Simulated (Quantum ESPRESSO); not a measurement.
NbCu: phonons with LDA

NbCu:

```xyz
2
Lattice="0.0000 2.5622 2.5622 2.5622 0.0000 2.5622 2.5622 2.5622 0.0000" Properties=species:S:1:pos:R:3 pbc="T T T"
Nb    0.0000    0.0000    0.0000
Cu    2.5622    2.5622    2.5622
```

The cell was built by a generator and needn't be a form met in nature.

```yaml
Program: Quantum ESPRESSO 7.5
Task: phonons
Functional: LDA
Potentials_or_basis: GBRV 1.5 LDA
Cutoff: 762 eV
Density_cutoff: 6095 eV
k_mesh: 6 × 6 × 6
Occupations: cold, width 0.2 eV
Spin: no spin polarisation
Target_pressure: -3 GPa
Form_of_the_LDA_correlation: PZ81
Mixing_beta: 0.5
Most_SCF_iterations: 120
SCF_threshold: 4e-10 Ry
```

```
Relaxed volume                         : 16.02 Å³/atom
Relaxed cell                           : a = 3.565 Å, b = 3.565 Å, c = 3.565 Å, α = 60.00°, β = 60.00°, γ = 60.00°
Space group after relaxing (to 0.05 Å) : Fm-3m (No. 225)
Pressure after relaxing                : -3.1 GPa
Band gap on the k mesh                 : none (metal or under the smearing width)
Highest phonon frequency at Γ          : 203 cm⁻¹
```

The path:
| step | energy change (eV) | largest force (eV/Å) | pressure (GPa) | volume (Å³) |
| --- | --- | --- | --- | --- |
| 1 | 0.0000 | 0.0000 | -10.09 | 33.64 |
| 2 | -0.0568 | 0.0000 | -5.01 | 32.44 |
| 3 | -0.0677 | 0.0000 | -2.76 | 31.99 |
| 4 | -0.0668 | 0.0000 | -3.00 | 32.04 |
| 5 | -0.0668 | 0.0000 | -3.00 | 32.04 |

Final structure:
```xyz
2
Lattice="0.0000 2.5208 2.5208 2.5208 0.0000 2.5208 2.5208 2.5208 0.0000" Properties=species:S:1:pos:R:3 pbc="T T T"
Nb    0.0000    0.0000    0.0000
Cu    2.5208    2.5208    2.5208
```

Levels at points of the mesh, in eV from the Fermi level:
| k point | band 14 | band 15 | band 16 | band 17 | band 18 | band 19 |
| --- | --- | --- | --- | --- | --- | --- |
| (0.00, 0.00, 0.00) | -4.22 | 1.11 | 1.11 | 1.11 | 2.64 | 2.64 |
| (0.00, 0.00, -0.50) | -3.34 | -1.64 | -1.00 | -1.00 | 2.06 | 2.06 |
| (0.00, -0.50, -0.50) | -3.23 | -0.35 | 0.20 | 2.61 | 2.61 | 3.20 |

Phonon frequencies in cm⁻¹ (negative: imaginary):
```
              q point           frequencies
(0.000, 0.000, 0.000)  -7 -7 -7 203 203 203
```

Optical modes at Γ, degenerate ones joined:
| cm⁻¹ | components | symmetry | active in |
| --- | --- | --- | --- |
| 203 | 3 | T1u | IR |

It took 7.7 min on 1 thread of Arm Neoverse V1, with other jobs on the host, peak memory 0.17 GiB.

Caveat: the k mesh is coarse; the mesh is thin for the phonons of a metal; the cell is more than 3 GPa from zero pressure, which shifts response properties.
